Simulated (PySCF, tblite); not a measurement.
# C6H15BSSi: geometry, infrared bands and NMR shifts

What infrared bands and NMR shifts should C6H15BSSi (`CCS[C@@H]1C[Si@H]1B(C)C`) show?

Programs: tblite 0.8.0 and PySCF 2.14.0, with density-fitted response routines of our own. Each step states its level of theory. These are calculated values for one molecule in the gas phase, unless marked as measured. Atoms count from 0, in the outputs and in this text.

## Step 1: The molecule as given

24 atoms, charge 0, multiplicity 1; geometry from: force field or distance geometry start.

Bonds of the start (Å): C0–C1 1.54, C1–S2 1.80, S2–C3 1.82, C3–C4 1.50, C4–Si5 1.85, Si5–B6 1.94, B6–C7 1.57, B6–C8 1.59, Si5–C3 1.86, C0–H9 1.11, C0–H10 1.13, C0–H11 1.10, C1–H12 1.10, C1–H13 1.12, C3–H14 1.12, C4–H15 1.10, C4–H16 1.12, Si5–H17 1.45, C7–H18 1.12, C7–H19 1.12, C7–H20 1.12, C8–H21 1.10, C8–H22 1.10, C8–H23 1.10.

## Step 2: Optimising the geometry with GFN2-xTB

The job: settings as JSON, then the geometry in Å.

```
{"job": {"kind": "relax", "xc": "GFN2-xTB", "basis": "xTB"}, "charge": 0, "multiplicity": 1}
C      4.095100    -0.542400    -0.039100
C      3.451700     0.840800    -0.212400
S      1.969500     0.962800     0.799700
C      0.581100     0.044500     0.061700
C      0.125800     0.380600    -1.323800
Si    -1.025400     0.985700    -0.007400
B     -2.667900    -0.042400     0.137900
C     -3.870700     0.335600    -0.795700
C     -2.562200    -1.393400     0.964600
H      4.879600    -0.619800    -0.813800
H      3.287400    -1.305100    -0.220500
H      4.494500    -0.647100     0.977600
H      3.198700     1.019000    -1.266000
H      4.189700     1.584300     0.173200
H      0.543000    -1.034400     0.363300
H     -0.253600    -0.481900    -1.886200
H      0.635600     1.207200    -1.878400
H     -1.051600     2.391200     0.366800
H     -3.775000    -0.106400    -1.817500
H     -4.861600     0.070600    -0.348200
H     -3.871800     1.445800    -0.943400
H     -3.538500    -1.776900     1.302000
H     -2.001600    -2.132400     0.372100
H     -1.983900    -1.166300     1.874600
```

Launch:

```sh
> OMP_NUM_THREADS=1 python probes_run.py task.json out
```

The driver reads the jobs from task.json and runs them one after another.

Standard output:

```text
step      E/eV     max force
  0    -723.65218    2.315
  1    -723.90151    0.768
  2    -724.00652    0.762
  3    -724.08789    0.593
  4    -724.12330    0.442
  5    -724.15892    0.406
  6    -724.18001    0.369
  7    -724.19975    0.360
  8    -724.21726    0.261
  9    -724.23262    0.273
 10    -724.24446    0.219
 11    -724.25479    0.275
 12    -724.26503    0.294
 13    -724.27613    0.282
 14    -724.28728    0.235
 15    -724.29717    0.263
 16    -724.30517    0.231
 17    -724.31191    0.211
 18    -724.31835    0.180
 19    -724.32482    0.191
 20    -724.33131    0.197
 21    -724.33735    0.238
 22    -724.34245    0.207
 23    -724.34668    0.157
 24    -724.35029    0.163
 25    -724.35344    0.202
 26    -724.35617    0.181
 27    -724.35829    0.108
 28    -724.35991    0.085
 29    -724.36136    0.099
 30    -724.36292    0.105
 31    -724.36479    0.115
 32    -724.36687    0.126
 33    -724.36881    0.096
 34    -724.37052    0.085
 35    -724.37212    0.087
 36    -724.37360    0.101
 37    -724.37498    0.084
 38    -724.37623    0.089
 39    -724.37734    0.078
 40    -724.37832    0.075
 41    -724.37915    0.060
 42    -724.37992    0.059
 43    -724.38081    0.080
 44    -724.38189    0.114
 45    -724.38300    0.099
 46    -724.38404    0.066
 47    -724.38505    0.067
 48    -724.38616    0.100
 49    -724.38736    0.121
 50    -724.38853    0.090
 51    -724.38972    0.074
 52    -724.39117    0.078
 53    -724.39300    0.136
 54    -724.39506    0.141
 55    -724.39709    0.103
 56    -724.39914    0.098
 57    -724.40149    0.129
 58    -724.40428    0.156
 59    -724.40711    0.133
 60    -724.40976    0.126
 61    -724.41240    0.129
 62    -724.41516    0.182
 63    -724.41777    0.158
 64    -724.42041    0.165
 65    -724.42318    0.123
 66    -724.42657    0.109
 67    -724.42885    0.138
 68    -724.43238    0.116
 69    -724.43501    0.125
 70    -724.43747    0.136
 71    -724.44049    0.170
 72    -724.44345    0.115
 73    -724.44810    0.132
 74    -724.45045    0.117
 75    -724.45397    0.140
 76    -724.45715    0.104
 77    -724.45931    0.125
 78    -724.46135    0.152
 79    -724.46306    0.131
 80    -724.46520    0.084
 81    -724.46817    0.086
 82    -724.47032    0.124
 83    -724.47237    0.125
 84    -724.47382    0.087
 85    -724.47521    0.075
 86    -724.47626    0.072
 87    -724.47735    0.079
 88    -724.47833    0.061
 89    -724.47922    0.060
 90    -724.47999    0.062
 91    -724.48089    0.057
 92    -724.48203    0.069
 93    -724.48325    0.062
 94    -724.48424    0.055
 95    -724.48496    0.052
 96    -724.48560    0.044
 97    -724.48623    0.046
 98    -724.48680    0.038
 99    -724.48718    0.030
100    -724.48739    0.030
101    -724.48754    0.027
102    -724.48768    0.023
103    -724.48783    0.023
104    -724.48795    0.022
105    -724.48805    0.023
106    -724.48814    0.018
107    -724.48823    0.016
108    -724.48828    0.014
109    -724.48833    0.012
110    -724.48836    0.014
111    -724.48840    0.014
112    -724.48845    0.013
113    -724.48850    0.017
114    -724.48858    0.021
115    -724.48871    0.024
116    -724.48888    0.026
117    -724.48906    0.026
118    -724.48922    0.027
119    -724.48934    0.033
120    -724.48946    0.034
121    -724.48962    0.033
122    -724.48980    0.037
123    -724.49001    0.039
124    -724.49025    0.032
125    -724.49048    0.035
126    -724.49069    0.026
127    -724.49084    0.022
128    -724.49094    0.020
129    -724.49104    0.023
130    -724.49116    0.027
131    -724.49131    0.026
132    -724.49149    0.025
133    -724.49168    0.026
134    -724.49189    0.027
135    -724.49214    0.031
136    -724.49242    0.033
137    -724.49273    0.035
138    -724.49298    0.043
139    -724.49328    0.036
140    -724.49352    0.032
141    -724.49380    0.031
142    -724.49407    0.039
143    -724.49449    0.046
144    -724.49487    0.045
145    -724.49519    0.034
146    -724.49538    0.030
147    -724.49552    0.024
148    -724.49567    0.021
149    -724.49573    0.032
150    -724.49583    0.015
151    -724.49587    0.012
152    -724.49592    0.013
153    -724.49596    0.012
154    -724.49600    0.010
155    -724.49602    0.008
```

Wall time 1.8 s (1 thread of Arm Neoverse V1, shared host).

Step by step: (not every step is listed)

```
step  energy from step 0 (eV)  largest force (eV/Å)
   0                   0.0000                2.3149
   1                  -0.2493                0.7682
   2                  -0.3543                0.7624
   3                  -0.4357                0.5931
   4                  -0.4711                0.4424
   5                  -0.5067                0.4058
   6                  -0.5278                0.3686
   7                  -0.5476                0.3599
   8                  -0.5651                0.2613
  22                  -0.6903                0.2066
  36                  -0.7214                0.1008
  50                  -0.7363                0.0899
  64                  -0.7682                0.1654
  78                  -0.8092                0.1519
  92                  -0.8298                0.0695
 106                  -0.8360                0.0184
 120                  -0.8373                0.0344
 134                  -0.8397                0.0274
 148                  -0.8435                0.0207
 150                  -0.8436                0.0146
 151                  -0.8437                0.0124
 152                  -0.8437                0.0132
 153                  -0.8438                0.0120
 154                  -0.8438                0.0099
 155                  -0.8438                0.0084
```

Distances of close pairs at the start and the end, largest changes first:

```
  bond  before (Å)  after (Å)  change (Å)
C3–Si5       1.863      1.925      +0.062
C4–Si5       1.850      1.910      +0.060
C3–H14       1.121      1.082      -0.039
C4–H16       1.118      1.080      -0.038
C0–H10       1.126      1.088      -0.037
 C1–S2       1.799      1.833      +0.034
 S2–C3       1.821      1.788      -0.033
C7–H20       1.120      1.089      -0.031
```

The end geometry stands in the next job.

## Step 3: Infrared spectrum with GFN2-xTB

The job: settings as JSON, then the geometry in Å.

```
{"job": {"kind": "ir", "xc": "GFN2-xTB", "basis": "xTB"}, "charge": 0, "multiplicity": 1}
C      3.875085    -0.441943     0.329126
C      3.420233     0.840036    -0.339541
S      1.922108     1.552789     0.439828
C      0.690015     0.325463     0.025131
C      0.392845     0.087606    -1.427649
Si    -1.054284     0.936341    -0.514582
B     -2.603693    -0.097939    -0.036940
C     -4.018125     0.598878     0.001446
C     -2.499491    -1.636491     0.300627
H      4.799001    -0.792374    -0.128103
H      3.121127    -1.218913     0.220012
H      4.049571    -0.274162     1.389660
H      3.198164     0.681279    -1.394735
H      4.172794     1.622043    -0.246182
H      0.765959    -0.545451     0.663262
H      0.325071    -0.948255    -1.732108
H      0.962273     0.679351    -2.129696
H     -0.960336     2.375413    -0.773159
H     -4.377524     0.711522    -1.023632
H     -4.780973     0.037499     0.537575
H     -3.987861     1.606746     0.412756
H     -3.395441    -2.196142     0.036287
H     -1.643805    -2.136570    -0.149503
H     -2.384448    -1.746963     1.381144
```

Standard output:

```text
mode    cm-1     km/mol
  1      28.0      0.55
  2      43.2      0.23
  3      50.2      0.31
  4      56.7      0.88
  5      72.7      1.75
  6      93.3      1.57
  7      98.4      1.88
  8     140.5      4.39
  9     176.9      0.68
 10     224.9      0.26
 11     253.7      0.93
 12     288.6      6.15
 13     307.1      0.37
 14     326.8      1.93
 15     356.9      3.77
 16     496.9     48.34
 17     554.7     10.69
 18     623.4      2.79
 19     651.6     44.87
 20     663.3      8.87
 21     697.2     22.22
 22     702.8      9.49
 23     712.0     18.87
 24     760.1     42.02
 25     784.5     19.96
 26     836.1     97.31
 27     848.1     23.94
 28     874.2      2.02
 29     893.9     43.85
 30    1011.6     37.35
 31    1015.1     82.46
 32    1022.9     14.69
 33    1045.3     30.43
 34    1078.5      3.74
 35    1106.8    144.40
 36    1120.1     91.31
 37    1135.4     58.27
 38    1215.1     12.34
 39    1228.4      1.69
 40    1250.8     25.07
 41    1384.6     36.49
 42    1392.5     19.24
 43    1403.0      4.66
 44    1430.4      2.13
 45    1445.4      1.27
 46    1479.6      1.52
 47    1485.8      3.80
 48    1491.0      3.80
 49    1494.6      2.37
 50    1498.9      1.48
 51    1500.2      2.15
 52    2253.0    290.57
 53    2978.3      6.14
 54    2978.4      9.03
 55    2981.0     34.43
 56    3001.4      8.54
 57    3008.4     19.30
 58    3015.4     20.18
 59    3016.2     48.95
 60    3018.6     47.73
 61    3024.4     15.80
 62    3026.6     36.85
 63    3032.6     27.66
 64    3038.5     15.86
 65    3045.9     25.50
 66    3071.5     21.65
```

It took 1.4 s on 1 thread of Arm Neoverse V1, shared host.

The strongest bands and the atoms that carry them (share of the mass-weighted mode):

```
cm⁻¹  km/mol                                atoms
 497    48.3                   H17 67 %, Si5 12 %
 836    97.3          B6 24 %, H18 20 %, H23 17 %
1015    82.5          H16 22 %, H9 17 %, H13 13 %
1107   144.4  C3 27 %, C4 21 %, H16 15 %, B6 14 %
1120    91.3                     B6 65 %, C8 12 %
1135    58.3                              B6 43 %
2253   290.6                             H17 97 %
3016    49.0                              H9 86 %
```

## Step 4: Shielding tensors: PBE0/pcSseg-1

Settings changed since step 3:

```diff
@@ -1,2 +1,2 @@
-{"job": {"kind": "ir", "xc": "GFN2-xTB", "basis": "xTB"}, "charge": 0, "multiplicity": 1}
+{"job": {"kind": "nmr", "xc": "PBE0", "basis": "pcSseg-1"}, "charge": 0, "multiplicity": 1}
 C      3.875085    -0.441943     0.329126
```

Level: GIAO PBE0/pcSseg-1 NMR shielding, non-relativistic, gas phase.

Standard output:

```text
coarse grid: 20152 points
cycle   1  E = -949.3808122510  dE =  7.690e-01  |g| = 5.435e-01  |ddm| = 4.388e+00
cycle   2  E = -949.3553207435  dE =  2.549e-02  |g| = 6.308e-01  |ddm| = 1.133e+00
cycle   3  E = -949.4596363544  dE = -1.043e-01  |g| = 1.036e-01  |ddm| = 6.723e-01
cycle   4  E = -949.4623758440  dE = -2.739e-03  |g| = 3.964e-02  |ddm| = 1.725e-01
cycle   5  E = -949.4628032068  dE = -4.274e-04  |g| = 8.644e-03  |ddm| = 4.967e-02
cycle   6  E = -949.4628241733  dE = -2.097e-05  |g| = 2.919e-03  |ddm| = 1.697e-02
cycle   7  E = -949.4628260862  dE = -1.913e-06  |g| = 7.793e-04  |ddm| = 3.625e-03
final grid: 182712 points
cycle   8  E = -949.5167335527  dE = -4.597e-05  |g| = 1.118e-02  |ddm| = 3.416e-02
cycle   9  E = -949.5167103878  dE =  2.316e-05  |g| = 1.461e-02  |ddm| = 2.232e-02
cycle  10  E = -949.5167642720  dE = -5.388e-05  |g| = 1.962e-03  |ddm| = 1.478e-02
cycle  11  E = -949.5167654091  dE = -1.137e-06  |g| = 3.096e-04  |ddm| = 2.705e-03
cycle  12  E = -949.5167654336  dE = -2.453e-08  |g| = 1.103e-04  |ddm| = 5.108e-04
cycle  13  E = -949.5167654368  dE = -3.165e-09  |g| = 3.304e-05  |ddm| = 1.775e-04
cycle  14  E = -949.5167654370  dE = -2.708e-10  |g| = 7.648e-06  |ddm| = 4.128e-05
converged SCF energy = -949.5167654370

GIAO shielding tensors (ppm)
atom      isotropic    diamagn.    paramagn.     s11        s22        s33       span
  0 C      170.622     247.623     -77.000    149.200    175.317    187.350     38.150
  1 C      153.258     253.612    -100.354    136.995    149.346    173.432     36.437
  2 S      440.865    1058.588    -617.723    345.453    379.843    597.298    251.845
  3 C      162.249     257.582     -95.333    133.841    159.768    193.139     59.298
  4 C      169.748     257.954     -88.206    146.551    174.491    188.202     41.651
  5 Si     501.084     884.497    -383.413    343.260    402.530    757.461    414.201
  6 B       -6.195     194.073    -200.268    -97.284    -50.102    128.800    226.083
  7 C      162.610     251.813     -89.202    128.419    175.108    184.304     55.885
  8 C      168.084     254.445     -86.361    144.199    175.443    184.612     40.413
  9 H       30.377      26.868       3.509     25.341     27.189     38.602     13.261
 10 H       30.072      31.865      -1.793     24.849     31.498     33.869      9.020
 11 H       30.541      29.466       1.075     26.353     28.459     36.810     10.457
 12 H       28.832      32.953      -4.121     23.450     29.484     33.562     10.112
 13 H       29.598      30.702      -1.104     23.445     27.841     37.506     14.061
 14 H       28.746      36.153      -7.408     21.116     28.735     36.386     15.270
 15 H       30.306      34.254      -3.948     25.577     26.100     39.241     13.664
 16 H       30.627      33.651      -3.023     25.223     28.287     38.371     13.148
 17 H       29.324      31.384      -2.060     22.167     28.477     37.326     15.159
 18 H       30.679      28.258       2.421     26.871     29.262     35.905      9.034
 19 H       30.186      28.404       1.783     26.604     29.105     34.850      8.247
 20 H       29.741      30.123      -0.382     25.737     30.008     33.476      7.740
 21 H       30.407      29.762       0.644     26.409     28.908     35.903      9.494
 22 H       30.519      35.027      -4.507     25.054     32.211     34.293      9.239
 23 H       30.947      31.954      -1.007     26.289     30.287     36.266      9.978
```

Run time: 60 s. Hardware: 1 thread of Arm Neoverse V1, shared host; peak memory 1.1 GiB.

Shifts follow as δ = σ(reference) − σ, with reference shieldings (ppm) from runs at the same level and on the same kind of geometry: ¹H TMS 31.72, ¹³C TMS 186.9, ²⁹Si TMS 349.2, ¹¹B BF3·OEt2 100.1, ³³S CS2 504. The references are single molecules in the gas phase. Atoms listed in one row are averaged.

```
                       atoms                                                   environment  σ (ppm)  δ (ppm)  δ scaled to CDCl3
                          C1                                           sp3 CH2 bonded to S    153.3     33.7               26.5
                          C3                                    three-membered-ring carbon    162.2     24.7               17.8
                      C7, C8                                     methyl carbon bonded to B    165.3     21.6               19.1
                          C4                                    three-membered-ring carbon    169.7     17.2               14.9
                          C0                                                 methyl carbon    170.6     16.3               14.0
                         H14                      hydrogen on a three-membered-ring carbon    28.75     2.97               2.91
                         H12                            hydrogen on an sp3 CH2 bonded to S    28.83     2.89               2.83
                         H17  hydrogen on a silicon bonded to 2 C, B, in a 3-membered ring    29.32     2.39                  –
                         H13                            hydrogen on an sp3 CH2 bonded to S    29.60     2.12               2.10
                         H15                      hydrogen on a three-membered-ring carbon    30.31     1.41               1.44
                H9, H10, H11                                   hydrogen on a methyl carbon    30.33     1.39               1.41
H18, H19, H20, H21, H22, H23                       hydrogen on a methyl carbon bonded to B    30.41     1.30               1.33
                         H16                      hydrogen on a three-membered-ring carbon    30.63     1.09               1.13
                          S2                                                sulfide sulfur      441       63                  –
                         Si5             silicon bonded to 2 C, B, H, in a 3-membered ring    501.1   -151.9                  –
                          B6                                       boron bonded to 2 C, Si     -6.2    106.3                  –
```

The scaled column applies a straight-line fit of computed shieldings to shifts measured in CDCl3, with any fitted terms for Cl, Br or S neighbours (root-mean-square error 0.16 ppm for H, 1.9 ppm for C).

The run also stored atomic charges by several schemes (e):

```
 atoms  Mulliken    IAO  Hirshfeld  ESP fit
    C0     -0.26  -0.42      -0.12    -0.28
    C1     -0.37  -0.33      -0.07     0.15
    S2      0.03   0.08      -0.01    -0.31
    C3     -0.56  -0.42      -0.12    -0.02
    C4     -0.39  -0.48      -0.16    -0.60
   Si5      0.55   0.59       0.23    -0.05
    B6      0.10   0.06       0.12     0.68
C7, C8     -0.51  -0.56      -0.19    -0.77
```

Mayer bond orders: C0–C1 1.02, C1–S2 0.99, S2–C3 1.03, C3–C4 0.90, C4–Si5 0.91, Si5–B6 1.01, B6–C7 1.05, B6–C8 1.07, Si5–C3 0.81.

Ring of atoms C3, C4, Si5: NICS(0) -31.8, NICS(1) -8.6, NICS(1)zz -20.1 ppm (means of both faces).

The two faces differ (NICS(1)zz -17.3 and -22.9 ppm).

In rings of three or four atoms NICS is ruled by the nearby σ bonds, so it says little on aromaticity.

## Step 5: Summary of results

| quantity | value |
| --- | --- |
| strongest single infrared mode (GFN2-xTB) | 2253 cm⁻¹, 291 km/mol |
| zero-point energy (GFN2-xTB) | 122.0 kcal/mol |
| ¹³C shifts against TMS (PBE0/pcSseg-1, means over atoms taken as alike) | 33.7, 24.7, 21.6, 17.2, 16.3 ppm |
| ¹H shifts against TMS (PBE0/pcSseg-1, means over atoms taken as alike) | 2.97, 2.89, 2.39, 2.12, 1.41, 1.39, 1.30, 1.09 ppm |
| ³³S shifts against CS2 (PBE0/pcSseg-1) | 63 ppm |
| ²⁹Si shifts against TMS (PBE0/pcSseg-1) | -151.9 ppm |
| ¹¹B shifts against BF3·OEt2 (PBE0/pcSseg-1) | 106.3 ppm |

Over 155 steps the energy fell by 0.844 eV; of the close pairs, C3–Si5 changed most, 1.863 to 1.925 Å. No mode is imaginary among the 66: a minimum at this level. The strongest single mode, at 2253 cm⁻¹, moves mainly H17. Unscaled tight-binding wavenumbers are off by several per cent, some by more. Its intensities can rank the bands wrongly. At PBE0/pcSseg-1: The widest tensor belongs to Si5: span 414 ppm, with a paramagnetic part of -383 ppm.
